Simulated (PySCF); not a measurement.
# CH3GaSe (SMILES [CH2]1[GaH][Se]1) at 6 levels

Aim: a comparison of 6 runs (HF/3-21G, HF/def2-SVP, wB97X/3-21G, B3LYP/6-31G*, PBE0/def2-SVP) of CH3GaSe. 

The calculation is run with PySCF 2.14.0.

## Step 1: The system as given

The species is CH3GaSe (6 atoms), meant as a singlet with charge 0. As SMILES, `[CH2]1[GaH][Se]1`. The shape is that of a PBE0-D4/def2-TZVP optimisation.

Bond lengths: C1–Ga2 1.932 Å, C1–Se3 2.044 Å, Ga2–Se3 2.284 Å, C1–H4 1.085 Å, C1–H5 1.085 Å, Ga2–H6 1.533 Å. Angles: C1–Ga2–Se3 57.3°, Ga2–C1–Se3 70.0°, C1–Se3–Ga2 52.7°, C1–Ga2–H6 158.5°, Se3–Ga2–H6 144.2°, Ga2–C1–H4 120.7°, Ga2–C1–H5 120.7°, Se3–C1–H4 111.7°, Se3–C1–H5 111.8°, H4–C1–H5 113.1°.

## Step 2: Energy and forces at HF/3-21G (run 1)

File run.py:

```python
# [CH2]1[GaH][Se]1
import pyscf.grad
from pyscf import gto, scf

mol = gto.Mole()
mol.atom = '''
C     -0.191996    -0.455424    -1.483624
Ga     0.218452     1.227566     1.730800
Se     0.200689    -3.070049     1.333202
H     -2.034101    -0.571075    -2.375953
H      1.357012    -0.543485    -2.823440
H      0.449944     3.412656     3.619015
'''
mol.max_memory = 1860
mol.basis = '3-21g'
mol.unit = 'bohr'
mol.verbose = 4
mol.spin = 0
mol.charge = 0
mol.build()

mf = scf.RHF(mol)
mf.conv_tol = 1e-10
mf.kernel()
if not mf.converged:
    mf = mf.newton().run(mf.mo_coeff, mf.mo_occ)

etot = mf.e_tot
print('E(%s) = %.9f' % ('HF', etot))
grad = mf.Gradients().kernel()
mf.analyze()
```

On the command line:

```bash
$ OMP_NUM_THREADS=1 python run.py
```

The log of the run:

```text
PySCF version 2.14.0

[... 81 lines left out ...]
Two-electron Coulomb Energy =         2277.968301690569206
[... 13 lines left out ...]
MO #11  energy= -11.1881215838953  occ= 2
[... 11 lines left out ...]
MO #23  energy= -2.49111397690197  occ= 2
[... 11 lines left out ...]
MO #35  energy= -0.387039908014252 occ= 2
[... 11 lines left out ...]
MO #47  energy= 0.393995802562962  occ= 0
[... 11 lines left out ...]
MO #59  energy= 1.89064790454482   occ= 0
[... 68 lines left out ...]
Dipole moment(X, Y, Z, Debye): -0.00183,  3.32958,  0.19021
```

Wall time 3.6 s (1 thread of Intel Xeon at 2.70GHz, shared host); peak memory 0.13 GiB.

## Step 3: Energy and forces at HF/def2-SVP (run 2)

File job.py:

```python
import pyscf.grad
from pyscf import gto, scf

mol = gto.M(
    atom=[
    ('C', (-0.101600, -0.241000, -0.785100)),
    ('Ga', (0.115600, 0.649600, 0.915900)),
    ('Se', (0.106200, -1.624600, 0.705500)),
    ('H', (-1.076400, -0.302200, -1.257300)),
    ('H', (0.718100, -0.287600, -1.494100)),
    ('H', (0.238100, 1.805900, 1.915100)),
],
    basis='def2-svp',
    verbose=4,
    max_memory=1860,
)

mf = scf.RHF(mol)
mf.conv_tol = 1e-10
mf.kernel()
if not mf.converged:
    mf = mf.newton().run(mf.mo_coeff, mf.mo_occ)

e_final = mf.e_tot
print(f'total energy: {e_final:.8f} hartree')
grad = mf.Gradients().kernel()
mf.analyze()
```

On the command line:

```bash
$ OMP_NUM_THREADS=1 python job.py
```

The log of the run:

```text
PySCF version 2.14.0

[... 89 lines left out ...]
MO #3   energy= -60.5840343258805  occ= 2
[... 17 lines left out ...]
MO #21  energy= -2.59047121532682  occ= 2
[... 17 lines left out ...]
MO #39  energy= 0.097418188917362  occ= 0
[... 17 lines left out ...]
MO #57  energy= 0.751195249726695  occ= 0
[... 17 lines left out ...]
MO #75  energy= 2.00243937250154   occ= 0
[... 17 lines left out ...]
MO #93  energy= 3.88470975850925   occ= 0
[... 102 lines left out ...]
Dipole moment(X, Y, Z, Debye): -0.04219,  3.02182, -0.13457
```

It took 17 s on 1 thread of Intel Xeon at 2.70GHz, shared host; peak memory 0.19 GiB.

Runs 3 to 5 aren't shown in full; the table further down has their settings and results.

## Step 4: Energy and gradient at PBE0/def2-SVP (run 6)

File input.py:

```python
import pyscf.grad
from pyscf import gto, dft

molecule = gto.M(
    atom='''
C       -0.101600      -0.241000      -0.785100
Ga       0.115600       0.649600       0.915900
Se       0.106200      -1.624600       0.705500
H       -1.076400      -0.302200      -1.257300
H        0.718100      -0.287600      -1.494100
H        0.238100       1.805900       1.915100
''',
    max_memory=1860,
    basis='def2-svp',
    verbose=3,
    spin=0,
)

mf = dft.RKS(molecule)
mf.xc = 'pbe0'
mf.grids.level = 5
mf.conv_tol = 1e-10
mf.kernel()
if not mf.converged:
    mf = mf.newton().run(mf.mo_coeff, mf.mo_occ)

energy = mf.e_tot
print('E = %.10f Eh' % energy)
grad = mf.Gradients().kernel()
mf.analyze()
```

On the command line:

```bash
$ OMP_NUM_THREADS=1 python input.py
```

The log of the run:

```text
converged SCF energy = -4365.14837999911
[... 23 lines left out ...]
MO #13  energy= -5.79801754180033  occ= 2
[... 15 lines left out ...]
MO #29  energy= -0.873903591551213 occ= 2
[... 15 lines left out ...]
MO #45  energy= 0.190267639259266  occ= 0
[... 15 lines left out ...]
MO #61  energy= 0.670650726002452  occ= 0
[... 15 lines left out ...]
MO #77  energy= 1.91126331833882   occ= 0
[... 15 lines left out ...]
MO #93  energy= 3.4500331437976    occ= 0
[... 7 lines left out ...]
Dipole moment(X, Y, Z, Debye): -0.04547,  2.28001, -0.20475
```

It took 46 s on 1 thread of Intel Xeon at 2.70GHz, shared host; peak memory 0.91 GiB.

## Step 5: All runs side by side

```
run                               level  integration grid  Cartesian functions   energy (Eh)  dipole moment (D)  HOMO energy (eV)  LUMO energy (eV)  wall time
  1                            HF/3-21G                 –                   no  -4341.690343               3.34             -8.71              1.22      3.6 s
  2                         HF/def2-SVP                 –                   no  -4362.110492               3.03             -8.82              1.33       17 s
  3                         wB97X/3-21G                 5                   no  -4345.305253               2.69             -8.56              0.53       32 s
  4  B3LYP/6-31G* (spherical functions)                 5                   no  -4365.805846               2.25             -6.25             -1.69       43 s
  5  B3LYP/6-31G* (Cartesian functions)                 5                  yes  -4365.818442               2.25             -6.25             -1.68       44 s
  6                       PBE0/def2-SVP                 5                   no  -4365.148380               2.29             -6.49             -1.42       46 s
```

## Step 6: Results

```
                       quantity           value
            run 6: total energy  -4365.14838 Eh
           run 6: dipole moment          2.29 D
             run 6: HOMO energy        -6.49 eV
             run 6: LUMO energy        -1.42 eV
           run 6: HOMO–LUMO gap         5.07 eV
run 6: largest force on an atom      0.389 eV/Å
```

**Reading.** The dipole moment (its size) runs from 2.25 D (B3LYP/6-31G*) to 3.34 D (HF/3-21G). The two ends differ in method and basis. The HOMO–LUMO gap runs from 4.56 eV (B3LYP/6-31G*) to 10.15 eV (HF/def2-SVP). Totals of different functionals can't be ranked against each other. All runs together took 3.1 min, the longest 46 s.
